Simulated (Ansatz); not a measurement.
Crystal: HfIn4SiO6.

```
Hf In Si O
1.0
     5.69867    0.00381    0.01559
    -0.70506    6.10815   -0.00575
    -2.73718   -1.39557    6.63076
Hf In Si O
1 4 1 6
Direct
  0.11793 0.01556 0.13292
  0.38842 0.99901 0.72891
  0.75865 0.00842 0.49586
  0.23461 0.48841 0.53300
  0.59649 0.48211 0.20528
  0.86778 0.44029 0.85544
  0.55316 0.38738 0.79290
  0.93454 0.38483 0.65596
  0.98414 0.26218 0.00347
  0.99083 0.69806 0.98452
  0.08665 0.06493 0.39374
  0.48680 0.10883 0.21799
```

The cell was built by a generator and needn't be a form met in nature.

- Program: Ansatz 0.2.0
- Task: relaxation of cell and atoms
- Functional: r2SCAN
- Dispersion: rVV10
- Potentials or basis: Ansatz PAW
- Cutoff: 500 eV (not typed: the program's choice for these potentials)
- k mesh: 4 × 4 × 3
- Occupations: fermi-dirac, width 0.05 eV
- Spin: no spin polarisation

At the start: volume 19.25 Å³/atom.

Problem. How do energy, volume and symmetry change on relaxing?

Solution. It ends after 15 steps and the volume is 17.51 Å³/atom (-9.0 %); space group P1 (No. 1, to 0.05 Å).

Step by step:
| step | energy change (eV) | largest force (eV/Å) | volume (Å³) |
| --- | --- | --- | --- |
| 1 | 0.0000 | 0.3360 | 231.05 |
| 2 | -0.1347 | 0.5597 | 208.72 |
| 3 | -0.2155 | 0.2590 | 214.77 |
| 4 | -0.2247 | 0.1479 | 213.75 |
| 5 | -0.2292 | 0.1835 | 212.27 |
| 6 | -0.2397 | 0.1171 | 211.15 |
| 7 | -0.2445 | 0.1471 | 211.26 |
| 8 | -0.2490 | 0.1691 | 210.39 |
| 9 | -0.2522 | 0.0728 | 210.10 |
| 10 | -0.2533 | 0.0561 | 210.16 |
| 11 | -0.2538 | 0.0268 | 210.20 |
| 12 | -0.2540 | 0.0176 | 210.33 |
| 13 | -0.2540 | 0.0182 | 210.30 |
| 14 | -0.2541 | 0.0053 | 210.18 |
| 15 | -0.2473 | 0.0051 | 210.18 |

Final structure:
```xyz
12
Lattice="5.4840 -0.0524 0.1304 -0.7388 6.0779 0.0049 -2.4857 -1.3333 6.2489" Properties=species:S:1:pos:R:3 pbc="T T T"
Hf    0.4091   -0.0619    0.7313
In   -0.4821    5.0355    4.5690
In    2.9268   -0.6807    3.2015
In   -0.3131    2.2088    3.3392
In    2.4178    2.6082    1.7477
Si    2.2337    1.4917    5.4403
O     0.6741    1.1800    5.0430
O     3.1269    1.4978    4.0689
O     5.2154    1.5644    0.1119
O     2.3788    2.8700    6.2736
O    -0.4962   -0.0863    2.4835
O     2.1764    0.3845    1.4177
```

Caveat: the plane-wave basis is chosen anew once the cell has moved, so the energies of steps on either side of that aren't comparable; the PAW data sets come from PBE, with cores solved anew for the run's functional, which leaves a small shift of forces and pressure.
